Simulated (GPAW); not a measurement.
**BH3O3 (SMILES OB(O)O) at 4 levels**

We compute a comparison of 4 runs (PBE/real-space grid, WC/real-space grid, WC/sz(dzp), PBE/dzp) of BH3O3. The job is set up through an ASE script.

The results are computed with GPAW 26.7.0.

3 further runs of the same task are left out: 1 for a known fault of the program, 2 set aside as unsound or not needed.

## 1. The molecule

The species is BH3O3 (7 atoms), meant as a singlet with charge 0. SMILES: `OB(O)O`. The shape is that of a GFN2-xTB optimisation. This is a higher conformer, about 20 kJ/mol above the lowest found by a separate search.

Bond lengths: B1–O2 1.350 Å, B1–O4 1.372 Å, B1–O6 1.357 Å, O2–H3 0.957 Å, O4–H5 0.955 Å, O6–H7 0.956 Å. Angles: O2–B1–O4 118.3°, O2–B1–O6 117.6°, O4–B1–O6 124.1°, B1–O2–H3 113.2°, B1–O4–H5 117.5°, B1–O6–H7 116.7°.

## 2. Energy and one-electron properties at PBE/real-space grid (scalar-relativistic datasets) (run 1)

Contents of run.py:

```python
import numpy as np
from ase import Atoms
from ase.units import Debye
from gpaw import GPAW

# Set up the molecule
mol = Atoms(['B', 'O', 'H', 'O', 'H', 'O', 'H'],
    positions=[[  0.179410,  -0.132540,  -0.077360],
               [  1.490810,  -0.199570,  -0.389610],
               [  1.952260,   0.628070,  -0.259260],
               [ -0.320640,   1.062710,   0.374830],
               [ -1.250820,   1.097850,   0.589780],
               [ -0.562320,  -1.258630,  -0.232330],
               [ -1.488690,  -1.197890,  -0.006060]])
mol.center(vacuum=4.5)

# DFT calculator
calc = GPAW(mode='fd', h=0.18, maxiter=150, xc='PBE', txt='-')
mol.calc = calc

energy = mol.get_potential_energy()
print(f'Energy = {energy:.5f} eV')
forces = mol.get_forces()
print('Forces (eV/Ang)')
for symbol, f in zip(mol.symbols, forces):
    print(f'{symbol:2} {f[0]:9.4f} {f[1]:9.4f} {f[2]:9.4f}')
dipole = mol.get_dipole_moment() / Debye
print(f'Dipole = {np.linalg.norm(dipole):.3f} D')
homo, lumo = calc.get_homo_lumo()
print(f'HOMO: {homo:.3f} eV')
print(f'LUMO: {lumo:.3f} eV')
print(f'Gap                     {lumo - homo:.3f} eV')
```

Command:

```console
$ python3 run.py
```

The log of the run:

```text
[...]
Number of symmetries: 1
[...]
  Number of IBZ points: 1
[...]
Spin-components: 1 (collinear spins)
Bands:           19
[...]
  Valence electrons: 24.0
[...]
  Grid points: [68 64 56]
  Charge: 0.0  # |e|
[...]
    cutoffs:
[...]
occupation numbers:
  # Zero width
[...]
xc functional:
  name: PBE with 2 nearest neighbor stencil
[...]
|iter     |     time |      energy | eigst |  dens |
[...]
|iter:   1| 00:00:02 |  -47.356947 | +1.18 |       |
[...]
|iter:  14| 00:00:19 |  -42.576104c| -7.60c| -6.06c|
Converged in 14 steps
[...]
Energy contributions relative to reference atoms: (reference = -6829.516957)
Energy contributions:
  Kinetic:          52.487360
  Coulomb:         -56.625327
  Zero:              1.503221
  External:          0.000000
  Xc:              -39.941358
  Entropy:           0.000000
  Spinorbit:         0.000000
  ----------------------------
  Free energy:     -42.576104
  Extrapolated:    -42.576104
dipole moment: (-0.462336, 0.291493, 0.186146)  # |e|*Ang
Fermi level: -4.389
[...]
Gap: 6.435 eV
Transition (v -> c):
[...]
Forces (eV/Ang)
B    -0.4958    0.3846    0.2217
O     0.6895   -0.7727   -0.3755
H     0.2353    0.5837    0.1078
O     0.4942    0.7257    0.1365
H    -0.6146   -0.0507    0.1195
O     0.2067   -0.9965   -0.3341
H    -0.5271    0.1072    0.1454
Dipole = 2.773 D
HOMO: -7.606 eV
LUMO: -1.171 eV
Gap                     6.435 eV
```

It took 20 s on 1 thread of Intel Xeon 6975P-C (Granite Rapids), shared host; peak memory 0.72 GiB.

## 3. The solvation energy at WC/real-space grid (scalar-relativistic datasets, continuum, electrostatics alone, water's cavity methanol) (run 2)

Contents of calc.py:

```python
import numpy as np
from ase.io.zmatrix import parse_zmatrix
from ase.units import Debye, kcal, mol
from gpaw import GPAW, setup_paths
from gpaw.atom.configurations import parameters
from gpaw.atom.generator import Generator
from gpaw.solvation import EffectivePotentialCavity, GradientSurface, LinearDielectric, Power12Potential, SolvationGPAW

# Structure
zmat = """
B
O 1 r2
H 2 r3 1 a3
O 1 r4 2 a4 3 d4
H 4 r5 1 a5 2 d5
O 1 r6 2 a6 3 d6
H 6 r7 1 a7 2 d7
"""
values = dict(r2=1.349727, r3=0.956512, a3=113.21816, r4=1.372279, a4=118.26391, d4=-0.13511, r5=0.955339, a5=117.45011, d5=179.80955, r6=1.357298, a6=117.60295, d6=179.86161, r7=0.955536, a7=116.745, d7=179.88112)
atoms = parse_zmatrix(zmat, defs=values)
atoms.set_cell([12.0, 12.0, 12.0])
atoms.center()

# Generate the setups first
for symbol in ["B", "H", "O"]:
    Generator(symbol, xcname="WC", scalarrel=True, nofiles=True, txt=None).run(**parameters[symbol])
setup_paths.insert(0, ".")

# GPAW settings
calc = GPAW(mode="fd",
            h=0.16,
            xc="WC",
            occupations={"name": "fermi-dirac", "width": 0.02},
            maxiter=150,
            legacy_gpaw=True,
            txt="-")
atoms.calc = calc
e_gas = atoms.get_potential_energy()
mu_gas = np.linalg.norm(atoms.get_dipole_moment()) / Debye

# Dielectric constant of methanol; cavity of the water model, electrostatics alone
solvent = dict(cavity=EffectivePotentialCavity(effective_potential=Power12Potential(atomic_radii={"H": 1.09}, u0=0.18),
                                               temperature=298.15, surface_calculator=GradientSurface()),
               dielectric=LinearDielectric(epsinf=32.6),
               interactions=[])
calc = SolvationGPAW(mode="fd",
                     h=0.16,
                     xc="WC",
                     occupations={"name": "fermi-dirac", "width": 0.02},
                     maxiter=150,
                     txt="-",
                     **solvent)
atoms.calc = calc
e_sol = atoms.get_potential_energy()
mu_sol = np.linalg.norm(atoms.get_dipole_moment()) / Debye
dg = (e_sol - e_gas) / (kcal / mol)
print(f"Electrostatic solvation energy{dg:.2f} kcal/mol")
print(f'Dipole {mu_gas:.3f} D in gas, {mu_sol:.3f} D in solution')
```

Command:

```console
$ python calc.py
```

The log of the run:

```text
[...]
    cutoffs:
[...]
  Total Charge: 0.000000
[...]
Number of atoms: 7
[...]
Number of bands in calculation: 19
Number of valence electrons: 24
[...]
iter:   1 hh:mm:ss   -48.174532
[...]
Converged after 19 iterations.
Dipole moment: (-0.511197, 0.278552, -0.000329) |e|*Ang
[...]
Fermi level: -7.01789
[...]
      Finite-difference x-derivative with O(h^6) error (6 points)
      Finite-difference y-derivative with O(h^6) error (6 points)
      Finite-difference z-derivative with O(h^6) error (6 points)
    Max iterations: 1000
[...]
iter:  20 hh:mm:ss   -44.174570c  -7.64c -5.93c
Converged after 20 iterations.
Dipole moment: (-0.677307, 0.362604, -0.000428) |e|*Ang
Energy contributions relative to reference atoms: (reference = -6816.545743)
Kinetic:        +51.509669
Potential:      -55.669802
External:        +0.000000
XC:             -41.120975
Entropy (-ST):   -0.000000
Local:           +1.106539
--------------------------
Free energy:    -44.174570
Extrapolated:   -44.174570
Solvation cavity surface area: 100.51144
Solvation cavity volume: not calculated (no calculator defined)
 Band  Eigenvalues  Occupancy
    0    -26.16349    2.00000
    1    -25.12013    2.00000
    2    -24.88663    2.00000
    3    -14.62093    2.00000
    4    -13.67615    2.00000
    5    -12.17553    2.00000
    6    -10.16558    2.00000
    7     -9.94517    2.00000
    8     -8.87746    2.00000
    9     -8.06786    2.00000
   10     -7.66202    2.00000
   11     -7.60690    2.00000
   12     -0.62084    0.00000
   13      0.40997    0.00000
[...]
Fermi level: -6.67646
Gap: 6.986 eV
Transition (v -> c):
  (s=0, k=0, n=11, [0.00, 0.00, 0.00]) -> (s=0, k=0, n=12, [0.00, 0.00, 0.00])
No difference between direct/indirect transitions
Electrostatic solvation energy-13.94 kcal/mol
Dipole 2.796 D in gas, 3.690 D in solution
```

Run time: 2.7 min. Hardware: 1 thread of Intel Xeon 6975P-C (Granite Rapids), shared host; peak memory 1.4 GiB.

Run 3 isn't shown in full; the table further down has it.

## 4. Energy and one-electron properties at PBE/dzp (scalar-relativistic datasets) (run 4)

Contents of BH3O3.sdf:

```

     RDKit          3D

  7  6  0  0  0  0  0  0  0  0999 V2000
    0.1794   -0.1325   -0.0774 B   0  0  0  0  0  0  0  0  0  0  0  0
    1.4908   -0.1996   -0.3896 O   0  0  0  0  0  0  0  0  0  0  0  0
    1.9523    0.6281   -0.2593 H   0  0  0  0  0  0  0  0  0  0  0  0
   -0.3206    1.0627    0.3748 O   0  0  0  0  0  0  0  0  0  0  0  0
   -1.2508    1.0978    0.5898 H   0  0  0  0  0  0  0  0  0  0  0  0
   -0.5623   -1.2586   -0.2323 O   0  0  0  0  0  0  0  0  0  0  0  0
   -1.4887   -1.1979   -0.0061 H   0  0  0  0  0  0  0  0  0  0  0  0
  2  1  1  0
  3  2  1  0
  4  1  1  0
  5  4  1  0
  6  1  1  0
  7  6  1  0
M  END
$$$$
```

Contents of sp.py:

```python
import numpy as np
from ase.io import read
from ase.units import Debye
from gpaw import GPAW

molecule = read("BH3O3.sdf")
molecule.center(vacuum=4.5)

calculator = GPAW(mode="lcao", basis="dzp", h=0.18, xc="PBE", maxiter=150, txt="-")
molecule.calc = calculator

energy = molecule.get_potential_energy()
print(f"Energy: {energy:.5f} eV")
forces = molecule.get_forces()
print("Forces (eV/Ang)")
for symbol, f in zip(molecule.symbols, forces):
    print(f'{symbol:2} {f[0]:9.4f} {f[1]:9.4f} {f[2]:9.4f}')
dipole = molecule.get_dipole_moment() / Debye
print(f"Dipole = {np.linalg.norm(dipole):.3f} D")
homo, lumo = calculator.get_homo_lumo()
print(f"HOMO = {homo:.3f} eV")
print(f"LUMO                    {lumo:.3f} eV")
print(f"Gap                     {lumo - homo:.3f} eV")
```

Command:

```console
$ OMP_NUM_THREADS=1 python sp.py
```

The log of the run:

```text
[...]
Number of symmetries: 1
[...]
  Number of IBZ points: 1
[...]
basis functions: 67
Spin-components: 1 (collinear spins)
Bands:           19
[...]
  Valence electrons: 24.0
[...]
  Grid points: [68 64 56]
  Charge: 0.0  # |e|
[...]
    cutoffs:
[...]
occupation numbers:
  # Zero width
[...]
xc functional:
  name: PBE with 2 nearest neighbor stencil
[...]
|iter     |     time |      energy | eigst |  dens |
[...]
|iter:   1| 00:00:04 |  -41.866391 |      c|       |
[...]
|iter:   9| 00:00:08 |  -39.257830c|      c| -4.38c|
Converged in 9 steps
[...]
Energy contributions relative to reference atoms: (reference = -6829.516957)
Energy contributions:
  Kinetic:          43.154616
  Coulomb:         -42.936802
  Zero:              0.631325
  External:          0.000000
  Xc:              -40.106970
  Entropy:           0.000000
  Spinorbit:         0.000000
  ----------------------------
  Free energy:     -39.257830
  Extrapolated:    -39.257830
dipole moment: (-0.434835, 0.278645, 0.176077)  # |e|*Ang
Fermi level: -3.245
[...]
Gap: 7.644 eV
Transition (v -> c):
[...]
Forces (eV/Ang)
B    -0.7150    0.5486    0.3178
O     0.8491   -1.3538   -0.5740
H     0.4626    1.0708    0.2033
O     1.0420    1.0816    0.0667
H    -1.1999   -0.1099    0.2411
O     0.6769   -1.4253   -0.5796
H    -1.0734    0.2342    0.3125
Dipole = 2.621 D
HOMO = -7.067 eV
LUMO                    0.576 eV
Gap                     7.644 eV
```

Wall time 8 s (1 thread of Intel Xeon 6975P-C (Granite Rapids), shared host); peak memory 0.59 GiB.

## 5. Overview of the runs

```csv
run,level,task,grid spacing,energy (Eh),dipole moment (D),HOMO energy (eV),LUMO energy (eV),wall time
1,PBE/real-space grid (scalar-relativistic datasets),properties,0.18,-252.544762,2.77,-7.61,-1.17,20 s
2,"WC/real-space grid (scalar-relativistic datasets, continuum, electrostatics alone, water's cavity methanol)",solvation,0.16,-252.126821,3.69,-7.61,-0.62,2.7 min
3,WC/sz(dzp) (scalar-relativistic datasets),properties,0.16,-251.665065,3.37,-7.48,0.90,9.5 s
4,PBE/dzp (scalar-relativistic datasets),properties,0.18,-252.422818,2.62,-7.07,0.58,8 s
```

## 6. What came out

```
                                                     quantity        value
run 4: energy as printed (from the program's reference atoms)  -39.2578 eV
                                         run 4: dipole moment       2.62 D
                                           run 4: HOMO energy     -7.07 eV
                                           run 4: LUMO energy      0.58 eV
                                         run 4: HOMO–LUMO gap      7.64 eV
                              run 4: largest force on an atom   1.698 eV/Å
```

**Reading.** The dipole moment (its size) runs from 2.62 D (PBE/dzp) to 3.69 D (WC/real-space grid). The two ends differ in method and basis and solvent. The HOMO–LUMO gap runs from 6.43 eV (PBE/real-space grid) to 8.38 eV (WC/sz(dzp)). The two ends differ in method and basis. Totals of different functionals can't be ranked against each other. All runs together took 3.3 min, the longest 2.7 min.
